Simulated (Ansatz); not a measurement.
# C2H6AlFN (doublet): from a generated start to a stationary point

Aim: relax a generated start of C2H6AlFN (doublet) and see which bonds hold.

Method: UKS PBE0/def2-SVP; program: Ansatz 0.2.0, Gaussian basis.

2 further runs of the same task are left out: 2 that didn't finish.

### 1 The starting structure

11 atoms, charge 0, spin multiplicity 2.

Atoms are counted from 1 here; the program's logs count them from 0.

Bond lengths: C1–N2 1.461 Å, C1–H6 1.061 Å, C1–H7 1.136 Å, C1–H8 1.165 Å, N2–C3 1.435 Å, N2–Al4 1.933 Å, C3–H9 1.114 Å, C3–H10 1.119 Å, C3–H11 1.149 Å, Al4–F5 1.821 Å. Angles: N2–C1–H6 112.6°, N2–C1–H7 105.5°, N2–C1–H8 111.2°, H6–C1–H7 109.3°, H6–C1–H8 112.1°, H7–C1–H8 105.7°, C1–N2–C3 107.8°, C1–N2–Al4 114.3°, C3–N2–Al4 107.9°, N2–C3–H9 112.6°, N2–C3–H10 111.8°, N2–C3–H11 113.8°, H9–C3–H10 106.7°, H9–C3–H11 105.3°, H10–C3–H11 106.0°, N2–Al4–F5 119.3°.

Geometry (Å):

```xyz
11
C2H6AlFN
C    -1.02330   -1.27240    0.19810
N    -0.08980   -0.52950   -0.64520
C     1.22850   -0.71590   -0.10960
Al   -0.43320    1.37070   -0.72720
F    -0.85720    2.13220   -2.32570
H    -0.82370   -2.31430    0.20800
H    -2.05010   -1.09050   -0.25240
H    -1.06710   -0.82500    1.27290
H     2.01340   -0.21050   -0.71820
H     1.50790   -1.79830   -0.06060
H     1.35920   -0.30620    0.95590
```

The start is a generated structure. Sticks and bond lists go by distance. 

### 2 Relaxation

in.yaml

```yaml
crystal:
  periodic: [false, false, false]
  atoms:
    - {symbol: C, position_ang: [-1.023300, -1.272400, 0.198100]}
    - {symbol: N, position_ang: [-0.089800, -0.529500, -0.645200]}
    - {symbol: C, position_ang: [1.228500, -0.715900, -0.109600]}
    - {symbol: Al, position_ang: [-0.433200, 1.370700, -0.727200]}
    - {symbol: F, position_ang: [-0.857200, 2.132200, -2.325700]}
    - {symbol: H, position_ang: [-0.823700, -2.314300, 0.208000]}
    - {symbol: H, position_ang: [-2.050100, -1.090500, -0.252400]}
    - {symbol: H, position_ang: [-1.067100, -0.825000, 1.272900]}
    - {symbol: H, position_ang: [2.013400, -0.210500, -0.718200]}
    - {symbol: H, position_ang: [1.507900, -1.798300, -0.060600]}
    - {symbol: H, position_ang: [1.359200, -0.306200, 0.955900]}
basis:
  gaussian: {orbitals: def2-SVP}
magnetization: {spin_polarized: true, initial_magnetization: 1}
hamiltonian: {xc: pbe0}
relax: {f_tol: 0.01, max_steps: 150}
```

Launch:

```sh
$ ansatz run in.yaml --threads 1 --pin off --events-out ev --progress --plain --max-ram 16896MiB --backend cuda --devices 0, --max-vram 18GiB
```

Q: Predict the outcome of this session. Wanted: energy gained; shift from the start; total energy; dipole moment; ⟨S²⟩.

As calculated:

| quantity | value |
| --- | --- |
| steps | 14 |
| energy gained | 1.020 eV |
| shift from the start (rms) | 0.546 Å |
| total energy | -12960.0600 eV |
| dipole moment | 2.05 D |
| ⟨S²⟩ | 0.753 |

What this shows: The bonds of the start are those of the end. N2–Al4 went from 1.933 to 1.785 Å. No vibrations were run, so this is a stationary point, not a proven minimum, and this spin need not be the ground state's.
